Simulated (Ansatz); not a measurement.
## HPbNO4 in Ansatz: the effect of functional

HPbNO4:

```
CELL_PARAMETERS angstrom
4.19923 0.11117 0.16817
1.91600 3.89132 0.12568
1.76085 1.25259 6.37266
ATOMIC_POSITIONS crystal
H 0.89145 0.68202 0.62796
Pb 0.14426 0.92872 0.88352
N 0.25670 0.28861 0.30171
O 0.83108 0.65056 0.78405
O 0.38694 0.22380 0.11295
O 0.31104 0.03576 0.45856
O 0.07726 0.60633 0.32275
```

The cell was built by a generator and needn't be a form met in nature.

Alike in all runs:

| Item | Value |
| --- | --- |
| Program | Ansatz 0.2.0 |
| Task | band structure |
| Potentials or basis | all-electron LAPW, scalar-relativistic |
| Basis error allowed | 0.002 eV/atom |
| k mesh | 5 × 5 × 4 |
| Occupations | fermi-dirac, width 0.05 eV |
| Spin | no spin polarisation |

| functional | cutoff | gap on the mesh (eV) | pressure (GPa) | largest force (eV/Å) |
| --- | --- | --- | --- | --- |
| LDA | 734 eV (chosen from the basis error) | 2.80 | -5.9 | 0.79 |
| RPBE | 730 eV (chosen from the basis error) | ? | ? | ? |
| PBEsol | 732 eV (chosen from the basis error) | 2.87 | -2.9 | 0.38 |

Task: What does the run with functional RPBE give?

Result: gap on the mesh 2.93 eV; pressure 2.5 GPa; largest force 0.18 eV/Å.

Caveats: spin-orbit coupling is left out, which as a rule narrows the gap of such compounds by several tenths of an eV.

A k mesh can miss the band edges.

Runs at the PBE level aren't shown here.
